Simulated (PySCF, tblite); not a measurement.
**C₄H₁₂BPSi: geometry, infrared bands and NMR shifts**

Aim: predict the infrared bands and NMR shifts of C₄H₁₂BPSi (`[BH3-][P@H+]1CCC=C1[SiH3]`).

Computed with tblite 0.8.0 and PySCF 2.14.0, with density-fitted response routines of our own, on a single molecule in the gas phase. Atoms are numbered from 0 throughout.

## Step 1: Starting geometry

19 atoms, charge 0, multiplicity 1; geometry from: force field or distance geometry start.

Bonds of the start (Å): B0–P1 1.88, P1–C2 1.80, C2–C3 1.53, C3–C4 1.51, C4–C5 1.32, C5–Si6 1.85, C5–P1 1.77, B0–H7 1.18, B0–H8 1.19, B0–H9 1.20, P1–H10 1.41, C2–H11 1.12, C2–H12 1.12, C3–H13 1.12, C3–H14 1.10, C4–H15 1.08, Si6–H16 1.46, Si6–H17 1.46, Si6–H18 1.48.

## Step 2: Relaxing the molecule with GFN2-xTB

What the job is given:

```
{"job": {"kind": "relax", "xc": "GFN2-xTB", "basis": "xTB"}, "charge": 0, "multiplicity": 1}
B     -0.264000     2.162900    -0.734200
P     -0.509000     0.784300     0.527100
C     -1.865800    -0.315700     0.093600
C     -1.246900    -1.592700    -0.479400
C      0.227200    -1.601300    -0.158800
C      0.717400    -0.469900     0.319800
Si     2.506900    -0.201900     0.706700
H     -0.199900     1.699700    -1.821100
H      0.737800     2.754300    -0.492800
H     -1.202500     2.911700    -0.673100
H     -0.588000     1.235500     1.863700
H     -2.465600    -0.545600     1.006400
H     -2.539400     0.175400    -0.649700
H     -1.719200    -2.495000    -0.018800
H     -1.386700    -1.631300    -1.570600
H      0.853300    -2.457000    -0.372300
H      3.304000    -0.395200    -0.506600
H      2.700400     1.158100     1.211500
H      2.930100    -1.167100     1.741000
```

Command:

```
$ OMP_NUM_THREADS=1 python probes_run.py task.json out
```

This one command runs all jobs of the session in turn.

**Question.** This job is followed by: GFN2-xTB harmonic vibrations, gas phase; GIAO PBE0/pcSseg-1 NMR shielding, non-relativistic, gas phase. What will the session give for the following? strongest single infrared mode (GFN2-xTB); zero-point energy (GFN2-xTB); 13C shifts against TMS (PBE0/pcSseg-1); 1H shifts against TMS (PBE0/pcSseg-1, means over atoms taken as alike); 11B shifts against BF3·OEt2 (PBE0/pcSseg-1); 31P shifts against H3PO4 (PBE0/pcSseg-1); 29Si shifts against TMS (PBE0/pcSseg-1); surface potential, 1st and 99th percentile.

As calculated:

| quantity | value |
| --- | --- |
| strongest single infrared mode (GFN2-xTB) | 782 cm⁻¹, 406 km/mol |
| zero-point energy (GFN2-xTB) | 87.7 kcal/mol |
| 13C shifts against TMS (PBE0/pcSseg-1) | 167.0, 134.9, 41.2, 25.6 ppm |
| 1H shifts against TMS (PBE0/pcSseg-1, means over atoms taken as alike) | 7.08, 5.64, 4.35, 2.96, 2.77, 2.20, 1.93, 0.98 ppm |
| 11B shifts against BF3·OEt2 (PBE0/pcSseg-1) | -50.2 ppm |
| 31P shifts against H3PO4 (PBE0/pcSseg-1) | 2.9 ppm |
| 29Si shifts against TMS (PBE0/pcSseg-1) | -78.2 ppm |
| surface potential, 1st and 99th percentile | -1.44 V and 1.21 V |

What this shows: Over 194 steps the energy fell by 0.393 eV; of the close pairs, P1–C5 changed most, 1.766 to 1.815 Å. All 51 modes are real, so the xTB geometry is a minimum. The strongest single mode, at 782 cm⁻¹, is carried by H18, H17, H16. Unscaled tight-binding wavenumbers are off by several per cent, some by more. Its intensities can rank the bands wrongly. H15 (hydrogen on an alkene CH) lies farthest downfield among hydrogen, at 7.08 ppm; attached to an sp2 carbon and in the plane of the double bond. At PBE0/pcSseg-1: The largest span, 217 ppm, is at C4, where the paramagnetic term is -235 ppm. By nearest atom (PBE0/pcSseg-1), the HOMO sits on C4, C5 about 24 % each; P1 9 % and the LUMO on C4, C5 about 32 % each; H15 8 %.
